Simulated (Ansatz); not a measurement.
# CH5ClO2Sn: molecular dynamics

Aim: follow the molecule's vibrations and see whether its bonds hold. The start is relaxed first. Runs: 300 steps of 0.5 fs under a Langevin thermostat, set from 300 K to 600 K by a schedule. SMILES of the start: [CH3][Sn]([OH])([OH])[Cl].

Method: RKS BHLYP/def2-SVP, in Ansatz 0.2.0.

## 1. The structure to begin with

Bond lengths: Sn1–Cl2 2.410 Å, Sn1–O3 1.960 Å, O3–H4 1.010 Å, Sn1–C5 2.148 Å, C5–H6 1.110 Å, C5–H7 1.110 Å, C5–H8 1.110 Å, Sn1–O9 1.959 Å, O9–H10 1.010 Å. Angles: Cl2–Sn1–O3 109.4°, Cl2–Sn1–C5 109.5°, Cl2–Sn1–O9 109.5°, O3–Sn1–C5 109.5°, O3–Sn1–O9 109.5°, C5–Sn1–O9 109.5°, Sn1–O3–H4 109.5°, Sn1–C5–H6 109.5°, Sn1–C5–H7 109.5°, Sn1–C5–H8 109.5°, H6–C5–H7 109.4°, H6–C5–H8 109.4°, H7–C5–H8 109.4°, Sn1–O9–H10 109.5°.

As a file:

```xyz
10

Sn    0.0000    0.0000    0.0000
Cl    0.0000    0.0000    2.4100
O     1.8483    0.0000   -0.6527
H     2.1646   -0.9521   -0.7693
C    -1.0126    1.7544   -0.7160
H    -2.0653    1.5008   -0.9603
H    -0.9943    2.5391    0.0690
H    -0.5023    2.1310   -1.6269
O    -0.9232   -1.5994   -0.6527
H    -1.3778   -2.0650    0.1197
```

## 2. Preparing the start

Input file input.yaml:

```yaml
crystal:
  periodic: [false, false, false]
  atoms:
    - { symbol: Sn, position_ang: [0.0, 0.0, 0.0] }
    - { symbol: Cl, position_ang: [0.0, 0.0, 2.41] }
    - { symbol: O, position_ang: [1.8483, 0.0, -0.6527] }
    - { symbol: H, position_ang: [2.1646, -0.9521, -0.7693] }
    - { symbol: C, position_ang: [-1.0126, 1.7544, -0.716] }
    - { symbol: H, position_ang: [-2.0653, 1.5008, -0.9603] }
    - { symbol: H, position_ang: [-0.9943, 2.5391, 0.069] }
    - { symbol: H, position_ang: [-0.5023, 2.131, -1.6269] }
    - { symbol: O, position_ang: [-0.9232, -1.5994, -0.6527] }
    - { symbol: H, position_ang: [-1.3778, -2.065, 0.1197] }
basis:
  gaussian: { orbitals: def2-SVP }
hamiltonian:
  xc: { name: BHLYP }
relax:
  f_tol: 0.02
  max_steps: 40
```

Launch:

```
> ansatz run input.yaml --threads 2 --pin off --max-ram 3072MiB --backend cpu --events-out ev --progress --plain --runs-dir out
```

After this run come: Dynamics.

Before running it: what results should come out? Wanted: relaxation of the start; temperature, first and last step; temperature, second half; potential energy, second half; bonds formed or broken.

As calculated:

| quantity | value |
| --- | --- |
| relaxation of the start | 15 moves, 0.265 eV lower |
| length | 300 steps of 0.5 fs |
| temperature, first and last step | 270 and 177 K |
| temperature, second half | mean 183 K, from 110 to 237 K |
| potential energy, second half | +18 meV/atom from the start |
| bonds formed or broken | 0 |

Under a schedule from 300 to 600 K over 150 fs, the atoms average 179 K over the last tenth of the run. Such a rate, of order 10^15 K/s, is far beyond any furnace or quench, and the atoms lag the set-point. The bonding pattern survives the run. A run of 150 fs with 10 atoms shows the motion but fixes no equilibrium value. The nuclei move classically, without zero-point motion, which matters most for hydrogen.
